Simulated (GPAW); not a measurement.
The system is TiO2.

```
Ti O
1.0
    -1.89210    1.89210    4.75730
     1.89210   -1.89210    4.75730
     1.89210    1.89210   -4.75730
Ti O
2 4
Direct
  0.00000 0.00000 0.00000
  0.75000 0.25000 0.50000
  0.20810 0.20810 0.00000
  0.95810 0.45810 0.50000
  0.54190 0.04190 0.50000
  0.79190 0.79190 0.00000
```

Base run:

- Program: GPAW 26.7.0
- Functional: GLLB-SC
- Potentials or basis: the program's PAW data sets (release 1.2.1) made for this functional
- Cutoff: 800 eV
- Basis: pw
- k mesh: 6 × 6 × 6
- Occupations: fermi-dirac, width 0.05 eV
- Spin: no spin polarisation

Its results: band gap on the k mesh, kohn-sham part alone 3.42 eV, indirect (least direct gap 3.70 eV).

Problem. The run is repeated on the same cell with these changes: functional from GLLB-SC to TB-mBJ; potentials or basis from the program's PAW data sets (release 1.2.1) made for this functional to GPAW PAW data sets for LDA (gpaw-data 1.2.1). What comes out?

Solution. Band gap on the k mesh 3.01 eV, indirect (least direct gap 3.31 eV).

Caveats: a model potential gives levels but no total energy.

A k mesh can miss the band edges.
